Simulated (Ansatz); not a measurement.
Set up this calculation in Ansatz 0.2.0, as the native input.

- Task: electrostatic potential
- Functional: PBE
- Potentials or basis: Ansatz PAW
- Cutoff: 420 eV (not typed: the program's choice for these potentials)
- k mesh: 7 × 7 × 1
- Occupations: fermi-dirac, width 0.05 eV
- Spin: no spin polarisation
- Boundary along the surface normal: dipole_correction
- Miller: 1 × 1 × 1
- Bulk formula: SnTe

The system is Sn4Te3, a slab with vacuum.

```
CELL_PARAMETERS angstrom
4.46397 0.00000 0.00000
-2.23198 3.86591 0.00000
0.00000 0.00000 25.93444
ATOMIC_POSITIONS crystal
Sn 0.66667 0.33333 0.28919
Te 0.00000 0.00000 0.35946
Sn 0.33333 0.66667 0.42973
Te 0.66667 0.33333 0.50000
Sn 0.00000 0.00000 0.57027
Te 0.33333 0.66667 0.64054
Sn 0.66667 0.33333 0.71081
```

The cell isn't the ideal one: the (1 1 1) slab of SnTe, cut from the database cell, not relaxed.

These files were run (other wordings do the same):

input.yaml

```yaml
crystal:
  lattice:
    - [4.4639651096, 0.0, 0.0]
    - [-2.2319825548, 3.8659071865, 0.0]
    - [0.0, 0.0, 25.9344367482]
  atoms:
    - { symbol: Sn, position: [0.6666666667, 0.3333333333, 0.2891907803] }
    - { symbol: Te, position: [0.0, 0.0, 0.3594605202] }
    - { symbol: Sn, position: [0.3333333333, 0.6666666667, 0.4297302601] }
    - { symbol: Te, position: [0.6666666667, 0.3333333333, 0.5] }
    - { symbol: Sn, position: [0.0, 0.0, 0.5702697399] }
    - { symbol: Te, position: [0.3333333333, 0.6666666667, 0.6405394798] }
    - { symbol: Sn, position: [0.6666666667, 0.3333333333, 0.7108092197] }
hamiltonian:
  xc: pbe
  pseudopotentials: { kind: paw }
kpoints:
  mp_grid: { grid: [7, 7, 1] }
scf:
  occupations: { method: fermi_dirac, width: 0.05 }
output:
  forces: true
  eigenvalues: true
  write_density: true
  write_potential: true
  elf: true
  volumetric_format: npy
efield:
  axis: 3
  dipole_correction: true
  ramp_width: 0.04
```

Potentials or basis: Ansatz PAW.

The run is started by

```bash
$ ansatz run input.yaml --threads 4 --pin off --max-ram 11264MiB --backend cpu --events-out ev --progress --plain --runs-dir out
```

It gave:

| Property | Result |
| --- | --- |
| Largest force | 0.520 eV/Å |
| Band gap on the k mesh | none (metal or under the smearing width) |
| Work function of the upper face | 3.68 eV |
| Work function of the lower face | 3.68 eV |
| Dipole across the slab | 0.000 e·Å |

It took 9.6 s on 4 threads of Arm Neoverse V1, on a shared host, peak memory 0.96 GiB.
